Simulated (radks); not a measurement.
**Exchange and kinetic functionals tested on atomic densities: Te⁺, Mg²⁺, Zr⁴⁺, Ag, Ag⁴³⁺, Bi**

The task here is to estimate one member of a computed series from the others.

The numbers are computed with radks (a radial shooting solver on a logarithmic mesh, Libxc functionals) version 1 (non-relativistic Kohn-Sham, PBE, spin-polarised, spherical densities, point nucleus; open shells are filled with parallel spins first), except any that are marked as measured or tabulated.

## The atom as given

| Item | Value |
| --- | --- |
| species | Te⁺ ([Kr] 4d10 5s2 5p3), Mg²⁺ ([Ne]), Zr⁴⁺ ([Kr]), Ag ([Kr] 4d10 5s1), Ag⁴³⁺ ([He] 2s2), Bi ([Hg] 6p3) |

The first run:

Input:

```text
Z 52
configuration [Kr] 4d10 5s2 5p3
relativity non-relativistic
functional pbe,pbe
spin polarised
nucleus point
```

Steps of the session up to this table: Te⁺, [Kr] 4d10 5s2 5p3.

One table of the session follows, with a row left open; its other results are not shown here.

It belongs to the step «Te⁺, [Kr] 4d10 5s2 5p3». From the orbitals of this run (lengths in bohr):

| level | <r> | outermost maximum (interpolated) | 90 % within | nodes |
| --- | --- | --- | --- | --- |
| 4p up | 0.8341 | 0.750 | 1.22 | 2 |
| 4p down | 0.8334 | 0.750 | 1.22 | 2 |
| 4d up | 0.9658 | 0.808 | 1.48 | 1 |
| 4d down | 0.9599 | 0.807 | 1.47 | 1 |
| 5s up | 2.114 | 1.86 | 3.06 | 4 |
| 5s down | ? | ? | ? | ? |
| 5p up | 2.482 | 2.14 | 3.65 | 3 |
| 5p down | 2.521 | 2.12 | 3.76 | 3 |

**Question.** Estimate the row for 5s down.

The run gave: <r>: 2.105; outermost maximum (interpolated): 1.83; 90 % within: 3.07; nodes: 4. In the column «<r>» it lies between 4d up (0.9658) and 5s up (2.114).
